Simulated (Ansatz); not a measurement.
What does this script print? It uses Ansatz 0.2.0, Python API.

`eos_w.py`:
```python
import warnings

import ansatz as az
from ase.eos import EquationOfState
from ase.units import GPa
import numpy as np

SMEARING = "fermi_dirac"
CUTOFF_EV = 600
KMESH = (12, 12, 12)

vectors0 = np.array([
    [0.0, 2.03, 2.03],
    [2.03, 0.0, 2.03],
    [2.03, 2.03, 0.0],
])
sites = [
    ("W", (0.0, 0.0, 0.0)),
]


def crystal_on(cell):
    crystal = az.Crystal(lattice=az.Lattice.of(cell))
    for symbol, position in sites:
        crystal = crystal.atom(symbol, position)
    return crystal

warnings.simplefilter("ignore", az.DeckWarning)

volumes, energies = [], []
for scale in np.linspace(0.9, 1.1, 9):
    cell = vectors0 * scale ** (1 / 3)
    base = (
        crystal_on(cell).calculation()
        .occupations(SMEARING, width=100 * az.meV)
        .basis(CUTOFF_EV)
        .functional(az.Functional.R2SCAN)
        .kpoints(*KMESH)
    )
    r = base.run(threads=1).report
    volumes.append(abs(np.linalg.det(cell)) / len(sites))
    energies.append(r["free_energy_ev"] / len(sites))
    print(f"V = {volumes[-1]:8.4f} A^3/atom  F = {energies[-1]:.5f} eV/atom")

eos = EquationOfState(volumes, energies, eos="vinet")
v0, e0, bulk = eos.fit()
print(f"V0 = {v0:.4f} A^3/atom, E0 = {e0:.5f} eV/atom, B = {bulk / GPa:.1f} GPa")
eos.plot("eos.png")
```

```console
$ python eos_w.py
V =  15.0578 A^3/atom  F = -10396.67904 eV/atom
V =  15.4760 A^3/atom  F = -10396.73041 eV/atom
V =  15.8943 A^3/atom  F = -10396.75685 eV/atom
V =  16.3126 A^3/atom  F = -10396.76133 eV/atom
V =  16.7309 A^3/atom  F = -10396.74650 eV/atom
V =  17.1491 A^3/atom  F = -10396.71467 eV/atom
V =  17.5674 A^3/atom  F = -10396.66791 eV/atom
V =  17.9857 A^3/atom  F = -10396.60804 eV/atom
V =  18.4039 A^3/atom  F = -10396.53668 eV/atom
V0 = 16.1936 A^3/atom, E0 = -10396.76213 eV/atom, B = 296.7 GPa
```

A third-order Birch-Murnaghan fit through the 9 points (the script's own form differs a little) has its minimum at 16.19 Å³ an atom, 3.2 % below the typed cell, with a bulk modulus of 296 GPa and dB/dP = 4.0. From that minimum the energy rises by 83.1 meV an atom on the compressed side and 225.4 meV on the expanded side.

Caveats:
- Total energies depend on the potentials; only differences at equal settings carry meaning.
- For a metal this k-point mesh is coarse: on a finer one energies can move by several to tens of meV an atom and pressures by half a GPa or more, differences at one mesh by less.
- Spin-orbit coupling, which matters for elements this heavy, is left out.
- This isn't the structure that W takes at ambient conditions.
- Hardware and time: 17 s on 1 thread of Intel(R) Xeon(R) Processor @ 2.30GHz, on a shared host, peak memory 0.53 GiB.
